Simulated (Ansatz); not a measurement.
# Cr: the cost of one run

Program: Ansatz 0.2.0. Level of theory: DFT PBE, with the methods named in each step. These are calculated values, not measurements.

### Step 1. Starting point

The structure is cubic, space group Im-3m (No. 229). The conventional cell has a = 2.969 Å, b = 2.969 Å, c = 2.969 Å, α = 90.00°, β = 90.00°, γ = 90.00°. Around Cr (site symmetry m-3m) lie 8 Cr at 2.57 Å.

Structure file:

```cif
data_structure
_symmetry_space_group_name_H-M 'P 1'
_symmetry_Int_Tables_number 1
_cell_length_a 2.9689
_cell_length_b 2.9689
_cell_length_c 2.9689
_cell_angle_alpha 90.000
_cell_angle_beta 90.000
_cell_angle_gamma 90.000
_cell_volume 26.17
loop_
_atom_site_label
_atom_site_type_symbol
_atom_site_fract_x
_atom_site_fract_y
_atom_site_fract_z
_atom_site_occupancy
Cr1 Cr 0.00000 0.00000 0.00000 1
Cr2 Cr 0.50000 0.50000 0.50000 1
```

Atoms are numbered in the order of the input: Cr1, Cr2.

### Step 2. Free moments, LAPW

input.yaml

```yaml
crystal:
  lattice:
    - [2.9688993551, 0.0, 0.0]
    - [0.0, 2.9688993551, 0.0]
    - [0.0, 0.0, 2.9688993551]
  atoms:
    - { symbol: Cr, position: [0.0, 0.0, 0.0], spin: -3.0 }
    - { symbol: Cr, position: [0.5, 0.5, 0.5], spin: 3.0 }
magnetization:
  spin_polarized: true
kpoints:
  mp_grid: { grid: [11, 11, 11] }
scf:
  occupations: { method: fermi_dirac, width: 0.05 }
  lower_state_search: "off"
hamiltonian:
  xc: pbe
  pseudopotentials: { kind: all_electron, lapw: { basis_error: 0.001 } }
output:
  forces: true
  stress: true
  eigenvalues: false
  populations: true
```

On the command line:

```bash
$ ansatz run input.yaml --threads 1 --pin off --max-ram 3072MiB --backend cpu --events-out ev --progress --plain --runs-dir out
```

Q: Estimate wall time and peak memory on 1 thread of Intel Xeon Platinum 8259CL at 2.50GHz (Skylake/Cascade Lake), shared host.

About 18 s, with a peak of 0.44 GiB.
